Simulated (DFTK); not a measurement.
# BiTe (Fm-3m) in DFTK: reference runs

Aim: a first look at BiTe with PBEsol, on the cell as given.

Everything below comes from runs of DFTK 0.8.2. Logs are shortened: lines on timing, memory, paths and dates and some standing lists are left out, and cuts for length are marked.

### 1 The crystal as given

Symmetry: Fm-3m, No. 225, cubic system. The conventional cell has a = 6.470 Å, b = 6.470 Å, c = 6.470 Å, α = 90.00°, β = 90.00°, γ = 90.00°. Bi (site symmetry m-3m) is surrounded by 6 Te at 3.23 Å. Around Te (site symmetry m-3m) lie 6 Bi at 3.23 Å.

### 2 Single point, PBEsol

File run.jl:

```julia
using DFTK
using PseudoPotentialData
using Unitful, UnitfulAtomic
using LinearAlgebra, Printf
include("save.jl")
disable_threading()

# lattice vectors are the columns
lattice = austrip(1u"Å") * [           0.0          3.235          3.235;
                    3.235            0.0          3.235;
                    3.235          3.235            0.0]
symbols   = [:Bi, :Te]
positions = [[0.0, 0.0, 0.0],
             [0.5, 0.5, 0.5]]
pseudopotentials = PseudoFamily("dojo.nc.sr.pbesol.v0_4_1.standard.upf")
elements = Dict(s => ElementPsp(s, pseudopotentials) for s in unique(symbols))
atoms    = [elements[s] for s in symbols]

build_model(lattice, positions; symmetries=true) =
    model_DFT(lattice, atoms, positions;
              functionals=PBEsol(),
              temperature=austrip(0.05u"eV"),
              smearing=Smearing.FermiDirac(),
              symmetries)
Ecut  = 40.0  # hartree
kgrid = [7, 7, 7]
tol   = 1e-6
to_GPa = ustrip(uconvert(u"GPa", 1u"hartree/bohr^3"))

model = build_model(lattice, positions)
basis = PlaneWaveBasis(model; Ecut, kgrid)
display(basis)
scfres = self_consistent_field(basis;
                               tol,
                               nbandsalg=AdaptiveBands(model; n_bands_converge=20))
display(scfres.energies)
@printf "Fermi level: %.6f eV\n" ustrip(auconvert(u"eV", something(scfres.εF, NaN)))
forces = compute_forces_cart(scfres)
println("Forces (eV/Å)")
for (s, f) in zip(symbols, forces)
    @printf "%-3s %12.6f %12.6f %12.6f\n" s ustrip.(auconvert.(u"eV/Å", f))...
end
stress = compute_stresses_cart(scfres)
println("Stress (GPa)")
display(round.(stress * to_GPa; digits=4))
println("Levels at the first k-point (eV): ", round.(ustrip.(auconvert.(u"eV", scfres.eigenvalues[1][1:scfres.n_bands_converge])); digits=4))
save_scf!(scfres; forces, stress)
```

Potentials or basis: dojo.nc.sr.pbesol.v0_4_1.standard.upf (PBEsol).

Started as:

```
julia --threads=1 run.jl  # save.jl only writes the numbers to a file and isn't shown; printed stress counts tension as positive; times include loading and compiling
```

Output:

```text
PlaneWaveBasis discretization:

    Ecut                 : 40.0 Ha
    fft_size             : (54, 54, 54), 157464 total points
    kgrid                : MonkhorstPack([7, 7, 7])
    num.   red. kpoints  : 343
    num. irred. kpoints  : 20

    Discretized Model(gga_x_pbe_sol+gga_c_pbe_sol, 3D):
        lattice (in Bohr)    : [0         , 6.11326   , 6.11326   ]
                               [6.11326   , 0         , 6.11326   ]
                               [6.11326   , 6.11326   , 0         ]
        unit cell volume     : 456.93 Bohr³

        atoms                : BiTe
        pseudopot. family    : PseudoFamily("dojo.nc.sr.pbesol.v0_4_1.standard.upf")

        num. electrons       : 31
        spin polarization    : none
        temperature          : 0.0018375 Ha
        smearing             : DFTK.Smearing.FermiDirac()

        terms                : Kinetic()
                               AtomicLocal()
                               AtomicNonlocal()
                               Ewald(nothing)
                               PspCorrection()
                               Hartree()
                               Xc(gga_x_pbe_sol, gga_c_pbe_sol)
                               Entropy()
n     Energy            log10(ΔE)   log10(Δρ)   Diag   Δtime
---   ---------------   ---------   ---------   ----   ------
  1   -186.6096227807                   -1.36    5.1    11.8s
  2   -186.6119600549       -2.63       -1.77    1.0    7.09s
  3   -186.6122897755       -3.48       -2.15    2.2    6.99s
  4   -186.6123036616       -4.86       -2.86    1.4    5.38s
  5   -186.6123067295       -5.51       -3.37    2.5    5.88s
  6   -186.6123068995       -6.77       -3.81    1.9    5.66s
  7   -186.6123069174       -7.75       -4.48    2.1    7.00s
  8   -186.6123069193       -8.70       -5.10    2.5    7.82s
  9   -186.6123069194      -10.65       -5.80    1.9    8.63s
 10   -186.6123069194      -11.73       -6.09    2.8    9.11s
Energy breakdown (in Ha):
    Kinetic             95.9828285
    AtomicLocal         -129.1464832
    AtomicNonlocal      -44.8689140
    Ewald               -111.5766650
    PspCorrection       5.4090479
    Hartree             43.4192441
    Xc                  -45.8305848
    Entropy             -0.0007805

    total               -186.612306919366
Fermi level: 5.153179 eV
Forces (eV/Å)
Bi      0.000000    -0.000000     0.000000
Te      0.000000    -0.000000     0.000000
Stress (GPa)
3×3 StaticArraysCore.SMatrix{3, 3, Float64, 9} with indices SOneTo(3)×SOneTo(3):
 1.4925  0.0      0.0
 0.0     1.4925  -0.0
 0.0     0.0      1.4925
Levels at the first k-point (eV): [-32.0717, -32.0717, -32.0713, -32.0713, -32.0713, -17.9398, -17.9398, -17.9362, -17.9362, -17.9362, -8.4075, -3.0272, 2.6069, 2.6069, 2.6069, 7.2955, 7.2955, 7.2955, 9.7909, 9.7909]
```

Run time: 3 min. Hardware: 1 thread of Intel Xeon 6975P-C (Granite Rapids), shared host; peak memory 1.8 GiB.

What came out:

```
Free energy            : -5077.9796 eV
Pressure               : -1.5 GPa
Band gap on the k mesh : none (metal or under the smearing width)
```

Levels at points of the mesh, in eV from the Fermi level:
| k point | band 12 | band 13 | band 14 | band 15 | band 16 | band 17 | band 18 | band 19 |
| --- | --- | --- | --- | --- | --- | --- | --- | --- |
| (0.00, 0.00, 0.00) | -8.18 | -2.55 | -2.55 | -2.55 | 2.14 | 2.14 | 2.14 | 4.64 |

Caveat: spin-orbit coupling is left out, which moves the levels of the heavy elements.
